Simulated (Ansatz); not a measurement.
# C2H7O2Ta: how energies converge with the basis set

How large a basis does C2H7O2Ta need? Two functionals are run in growing sets.

Program: Ansatz 0.2.0, Gaussian basis. Level of theory: one geometry, several basis sets. These are calculated values, not measurements.

The runs, in order: PBE0-D4/def2-SVP; ωB97M-V/def2-SVP; PBE0-D4/def2-QZVPP; ωB97M-V/def2-QZVPP; the functionals' def2-TZVPP values are taken from earlier runs.

## 1. The geometry

The geometry comes from an earlier relaxation with PBE0-D4 in a triple-zeta def2 set; it is a stationary point, not always the lowest conformer. Ta takes the def2 core potential; no spin-orbit term is included.

SMILES `[CH3][Ta]([CH3])(=[O])[OH]`, 12 atoms, charge 0, spin multiplicity 1.

Atoms are counted from 1 here; the program's logs count them from 0.

Bond lengths: C1–Ta2 2.160 Å, C1–H6 1.096 Å, C1–H7 1.097 Å, C1–H8 1.094 Å, Ta2–C3 2.160 Å, Ta2–O4 1.716 Å, Ta2–O5 1.907 Å, C3–H9 1.096 Å, C3–H10 1.094 Å, C3–H11 1.097 Å, O5–H12 0.956 Å. Angles: Ta2–C1–H6 112.1°, Ta2–C1–H7 108.6°, Ta2–C1–H8 112.6°, H6–C1–H7 108.0°, H6–C1–H8 108.4°, H7–C1–H8 106.9°, C1–Ta2–C3 108.0°, C1–Ta2–O4 106.5°, C1–Ta2–O5 112.8°, C3–Ta2–O4 106.5°, C3–Ta2–O5 112.8°, O4–Ta2–O5 109.8°, Ta2–C3–H9 112.1°, Ta2–C3–H10 112.6°, Ta2–C3–H11 108.6°, H9–C3–H10 108.4°, H9–C3–H11 108.0°, H10–C3–H11 106.9° and more.

Coordinates:

```
atom     x (Å)     y (Å)     z (Å)
  C1  -1.59461  -0.00992  -0.92203
 Ta2   0.50871   0.18997  -0.47235
  C3   0.90381  -0.87990   1.36210
  O4   1.35350  -0.64221  -1.71330
  O5   1.08222   2.00703  -0.40770
  H6  -2.22167   0.54524  -0.21523
  H7  -1.86740  -1.07084  -0.85787
  H8  -1.84061   0.32137  -1.93509
  H9   0.45799  -0.38488   2.23224
 H10   1.97344  -1.01058   1.55008
 H11   0.46851  -1.88403   1.28227
 H12   0.85311   2.76357   0.13077
```

## 2. PBE0-D4 in def2-SVP

Contents of in.yaml:

```yaml
crystal:
  periodic: [false, false, false]
  atoms:
    - {symbol: C, position_ang: [-1.594611, -0.009924, -0.922034]}
    - {symbol: Ta, position_ang: [0.508708, 0.189969, -0.472353]}
    - {symbol: C, position_ang: [0.903814, -0.879897, 1.362104]}
    - {symbol: O, position_ang: [1.353497, -0.642211, -1.713303]}
    - {symbol: O, position_ang: [1.082217, 2.007026, -0.407697]}
    - {symbol: H, position_ang: [-2.221672, 0.545237, -0.215230]}
    - {symbol: H, position_ang: [-1.867397, -1.070840, -0.857867]}
    - {symbol: H, position_ang: [-1.840606, 0.321366, -1.935090]}
    - {symbol: H, position_ang: [0.457988, -0.384878, 2.232245]}
    - {symbol: H, position_ang: [1.973436, -1.010584, 1.550082]}
    - {symbol: H, position_ang: [0.468511, -1.884035, 1.282271]}
    - {symbol: H, position_ang: [0.853113, 2.763572, 0.130770]}
basis:
  gaussian: {orbitals: def2-SVP}
hamiltonian: {xc: pbe0, dispersion: d4}
output: {orbitals: {seedname: orbitals}}
```

Launch:

```
ansatz run in.yaml --threads 4 --pin off --events-out ev --progress --plain --max-ram 11315MiB
```

The runs that follow: ωB97M-V in def2-SVP; PBE0-D4 in def2-QZVPP; ωB97M-V in def2-QZVPP.

**Question.** What will the summary of the whole plan be? Wanted: PBE0-D4: double and triple zeta above quadruple; ωB97M-V: double and triple zeta above quadruple.

**Answer**, as computed:

| quantity | value |
| --- | --- |
| PBE0-D4: double and triple zeta above quadruple | 8.41, 0.38 eV |
| ωB97M-V: double and triple zeta above quadruple | 8.72, 0.37 eV |

In words: PBE0-D4 gains 8.03 eV from double to triple zeta, then 0.38 eV more. Total energies overstate the basis error of differences, where much of it tends to cancel.
